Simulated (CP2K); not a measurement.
TaN:

```xyz
2
Lattice="3.0816 0.0000 0.0000 1.5408 2.6687 0.0000 1.5408 0.8896 2.5161" Properties=species:S:1:pos:R:3 pbc="T T T"
Ta    3.0816    1.7791    1.2580
N     0.0000    0.0000    0.0000
```

Base run:

| Item | Value |
| --- | --- |
| Program | CP2K 2026.2 |
| Functional | PBE |
| Potentials or basis | POTENTIAL_UZH Ta GTH-PBE-q13, N GTH-PBE-q5; TZVP-MOLOPT-PBE-GTH basis |
| Density cutoff | 6803 eV |
| k mesh | 10 × 10 × 10 |
| Occupations | fermi-dirac, width 0.05 eV |
| Spin | no spin polarisation |

Its results: band gap on the k mesh none (metal or under the smearing width); pressure 9.1 GPa.

Task: After a change of settings the same cell gave: band gap on the k mesh none (metal or under the smearing width); pressure 9.9 GPa. Which change was it?
A. potentials or basis from POTENTIAL_UZH Ta GTH-PBE-q13, N GTH-PBE-q5; TZVP-MOLOPT-PBE-GTH basis to POTENTIAL_UZH Ta GTH-PBE-q13, N GTH-PBE-q5; ccGRB-D basis; basis sets from Ta TZVP-MOLOPT-PBE-GTH-q13, N TZVP-MOLOPT-PBE-GTH-q5 to Ta ccGRB-D-q13, N ccGRB-D-q5
B. potentials or basis from POTENTIAL_UZH Ta GTH-PBE-q13, N GTH-PBE-q5; TZVP-MOLOPT-PBE-GTH basis to POTENTIAL_UZH Ta GTH-PBE-q13, N GTH-PBE-q5; TZV2P-MOLOPT-PBE-GTH basis; basis sets from Ta TZVP-MOLOPT-PBE-GTH-q13, N TZVP-MOLOPT-PBE-GTH-q5 to Ta TZV2P-MOLOPT-PBE-GTH-q13, N TZV2P-MOLOPT-PBE-GTH-q5
C. potentials or basis from POTENTIAL_UZH Ta GTH-PBE-q13, N GTH-PBE-q5; TZVP-MOLOPT-PBE-GTH basis to POTENTIAL_UZH Ta GTH-PBE-q13, N GTH-PBE-q5; DZVP-MOLOPT-PBE-GTH basis; basis sets from Ta TZVP-MOLOPT-PBE-GTH-q13, N TZVP-MOLOPT-PBE-GTH-q5 to Ta DZVP-MOLOPT-PBE-GTH-q13, N DZVP-MOLOPT-PBE-GTH-q5

Result: A.

Caveats: spin-orbit coupling is left out, which moves the levels of the heavy elements; the basis of atomic orbitals isn't converged, which shifts pressures, moduli and gaps.
